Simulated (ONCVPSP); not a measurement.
# Pseudopotential generation for Te: ONCV, PBE

Task: generate the file, and judge it by its errors in other configurations, its logarithmic derivatives, its ghosts and its cutoff.

Method: ONCVPSP 4.0.1, PBE, scalar-relativistic.

## Step 1: Settings

Typed settings, in words:

| Property | Result |
| --- | --- |
| element | tellurium (Te, Z = 52) |
| type | optimised norm-conserving Vanderbilt (ONCV) |
| frozen core | [Ar] 3d10 |
| valence charge | 24 |
| reference configuration | 4s2 4p6 4d10 5s1.5 5p4.5 |
| partial waves | 4s+5s: rc 1.10 bohr, ncon 5, nbas 9, qcut 9.5 1/bohr, 2 projectors; 4p+5p: rc 1.20 bohr, ncon 3, nbas 7, qcut 13.3 1/bohr, 2 projectors; 4d: rc 1.20 bohr, ncon 5, nbas 10, qcut 14.1 1/bohr, 2 projectors, debl 1.8 Ha |
| local potential | polynomial inside 0.85 bohr (lpopt 5, dvloc0 2 Ha) |
| core correction | Teter function, fcfact 2.5, rcfact 1.35 |

The nodes and maxima of the atom's own shells, from an earlier all-electron run, set the scale for the radii.

All-electron outer shells of the reference configuration (PBE, scalar-relativistic, ld1.x):

```tsv
shell	level (eV)	outermost node (bohr)	outermost maximum (bohr)
3p	-804.63	0.13	0.29
3d	-560.77	–	0.24
4s	-165.10	0.38	0.70
4p	-115.12	0.38	0.74
4d	-42.33	0.36	0.81
5s	-15.49	0.91	1.80
5p	-6.23	1.00	2.17
```

## Step 2: The generation run

Contents of Te.dat:

```
# ATOM AND REFERENCE CONFIGURATION
# atsym  z   nc   nv     iexc    psfile
  Te 52.00    6    5        4      upf
#
#   n    l    f
    1    0    2.00
    2    0    2.00
    2    1    6.00
    3    0    2.00
    3    1    6.00
    3    2   10.00
    4    0    2.00
    4    1    6.00
    4    2   10.00
    5    0    1.50
    5    1    4.50
#
# PSEUDOPOTENTIAL AND OPTIMIZATION
# lmax
    2
#
#   l,   rc,      ep,       ncon, nbas, qcut
    0    1.10    0.00    5    9    9.50
    1    1.20    0.00    3    7   13.30
    2    1.20    0.00    5   10   14.10
#
# LOCAL POTENTIAL
# lloc, lpopt,  rc(5),   dvloc0
    4    5    0.85    2.00
#
# VANDERBILT-KLEINMAN-BYLANDER PROJECTORs
# l, nproj, debl
    0    2    2.90
    1    2    2.70
    2    2    1.80
#
# MODEL CORE CHARGE
# icmod, fcfact, rcfact
    3    2.50    1.35
#
# LOG DERIVATIVE ANALYSIS
# epsh1, epsh2, depsh
   -8.00    5.00    0.04
#
# OUTPUT GRID
# rlmax, drl
    6.00    0.01
#
# TEST CONFIGURATIONS
# ncnf
    4
# nvcnf
#   n    l    f
    5
    4    0    2.00
    4    1    6.00
    4    2   10.00
    5    0    2.00
    5    1    4.00
#
    5
    4    0    2.00
    4    1    6.00
    4    2   10.00
    5    0    2.00
    5    1    3.00
#
    5
    4    0    2.00
    4    1    6.00
    4    2   10.00
    5    0    2.00
    5    1    2.00
#
    5
    4    0    2.00
    4    1    6.00
    4    2    9.00
    5    0    2.00
    5    1    4.00
#
```

Run with:

```sh
$ oncvpsp.x < Te.dat > Te.out
```

Q: Predict the outcome of this session. Wanted: cutoffs for 1 and 0.1 mHa per electron, occupied waves; bound ghosts; GHOST(+) flags; largest test error; largest phase difference near zero energy, channels read; rms error of d²Exc/dn², without and with the model core.

As calculated:

| quantity | value |
| --- | --- |
| cutoffs for 1 and 0.1 mHa per electron, occupied waves | 56 Ha and 172 Ha |
| bound ghosts | none found |
| GHOST(+) flags | s at 325 eV |
| largest test error (AE − PS) | -5.3 meV, for 4s2 4p6 4d10 5s2 5p2 |
| largest phase difference near zero energy, channels read | 0.000 rad |
| rms error of d²Exc/dn², without and with the model core | 1.72 and 0.34 mHa |

The worst unpolarised test, 4s2 4p6 4d10 5s2 5p2, is off by 5.3 meV on 23.1 eV; by total energies transferability rates as good. By its cutoff, 56 Ha for the looser tolerance, it is hard. The tighter tolerance needs 172 Ha, and converged work needs a cutoff nearer that. No bound ghost shows below the valence levels. Near zero energy the phases of the channels with partial waves agree within 0.001 rad. The program also flags highly localised states, GHOST(+) (s). All of this concerns the isolated atom, not yet a solid.
